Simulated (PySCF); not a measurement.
The system is AlAsH6, in a box.

```
Al As H
1.0
    13.00000    0.00000    0.00000
     0.00000   12.00000    0.00000
     0.00000    0.00000   14.00000
Al As H
1 1 6
Direct
  0.48775 0.50261 0.39724
  0.56008 0.47410 0.57251
  0.54473 0.39813 0.35064
  0.36900 0.49155 0.42448
  0.53492 0.62395 0.38126
  0.62196 0.56512 0.61953
  0.63300 0.37955 0.59361
  0.48696 0.45347 0.65422
```

Program: PySCF 2.14.0. Alike in all runs: task atomic charges; potentials or basis 6-31g* (all-electron); no spin polarisation; cell as given; k mesh 1 × 1 × 1; smearing fixed.

Question: Order these runs on this cell by their band gap on the k mesh, lowest first.
A. level rSCAN+D4; three-body dispersion term yes
B. level LC-wPBE+D3(BJ); three-body dispersion term no; exxdiv ewald
C. level PBEsol+D3(BJ); three-body dispersion term no
D. level r2SCAN50; exxdiv ewald

Answer: C (5.62 eV), A (6.13 eV), D (10.00 eV), B (12.60 eV).

Caveats: this is a molecule in a periodic box at the Γ point, so its band gap is the HOMO-LUMO gap; relativity is left out, which matters for the heavier elements; the basis of atomic orbitals isn't converged, which shifts pressures, moduli and gaps.

A k mesh can miss the band edges.

Not every run made on this cell is shown here.
